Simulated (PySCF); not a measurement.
BSiH5, in a box:

```
B Si H
1.0
    12.00000    0.00000    0.00000
     0.00000   13.00000    0.00000
     0.00000    0.00000   12.00000
B Si H
1 1 5
Direct
  0.48296 0.42499 0.54017
  0.49399 0.57686 0.51077
  0.39273 0.38641 0.54732
  0.56210 0.37011 0.55110
  0.43523 0.60056 0.40422
  0.43460 0.63312 0.60145
  0.60944 0.61790 0.50319
```

Base run:

| Item | Value |
| --- | --- |
| Program | PySCF 2.14.0 |
| Functional | CAM-B3LYP |
| Dispersion | D4 |
| Potentials or basis | 6-31g* (all-electron) |
| k mesh | 1 × 1 × 1 |
| Occupations | fixed |
| Spin | no spin polarisation |

Its results: gap between the frontier levels 8.80 eV.

Task: The run is repeated on the same cell with these changes: functional from CAM-B3LYP to r2SCANh. What comes out?

Result: Gap between the frontier levels 5.35 eV.

Caveats: this is a molecule in a periodic box at the Γ point, so its band gap is the HOMO-LUMO gap; the basis of atomic orbitals isn't converged, which shifts pressures, moduli and gaps.

